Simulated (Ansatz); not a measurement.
# Na4Au: the cost of one run

Computed with Ansatz 0.2.0 (DFT PBE, scalar-relativistic, plane waves, PAW, unless a step's input says otherwise).

### 1 The system as given

It takes space group Im-3m (No. 229, cubic). Conventional cell: a = 7.475 Å, b = 7.475 Å, c = 7.475 Å, α = 90.00°, β = 90.00°, γ = 90.00°. Around Na (site symmetry -3m) lie 2 Au at 3.24 Å. Around Au (site symmetry m-3m) lie 8 Na at 3.24 Å.

Structure file:

```
CELL_PARAMETERS angstrom
-3.73774 3.73774 3.73774
3.73774 -3.73774 3.73774
3.73774 3.73774 -3.73774
ATOMIC_POSITIONS crystal
Na 0.50000 0.50000 0.50000
Na 0.00000 0.00000 0.50000
Na 0.00000 0.50000 0.00000
Na 0.50000 0.00000 0.00000
Au 0.00000 0.00000 0.00000
```

The cell is invented: random cell by space group and Wyckoff sites (Im-3m, No. 229). Lengths come from tabulated atomic sizes and are only a guess.

### 2 A first look at the guess

Contents of input.yaml:

```yaml
crystal:
  lattice:
    - [-3.73774381, 3.73774381, 3.73774381]
    - [3.73774381, -3.73774381, 3.73774381]
    - [3.73774381, 3.73774381, -3.73774381]
  atoms:
    - { symbol: Na, position: [0.5, 0.5, 0.5] }
    - { symbol: Na, position: [0.0, 0.0, 0.5] }
    - { symbol: Na, position: [0.0, 0.5, 0.0] }
    - { symbol: Na, position: [0.5, 0.0, 0.0] }
    - { symbol: Au, position: [0.0, 0.0, 0.0] }
basis:
  ecutwfc: 420
kpoints:
  mp_grid: { grid: [4, 4, 4] }
hamiltonian:
  xc: pbe
scf:
  occupations: { method: gaussian, width: 0.1 }
  lower_state_search: "off"
output:
  forces: true
  stress: true
  eigenvalues: true
```

On the command line:

```
> ansatz run input.yaml --threads 1 --pin off --max-ram 2048MiB --backend cpu --events-out ev --progress --plain --runs-dir out
```

What time and memory should one allow on 1 thread of Intel Xeon 6975P-C (Granite Rapids), shared host?

About 1.7 s, with a peak of 0.47 GiB.
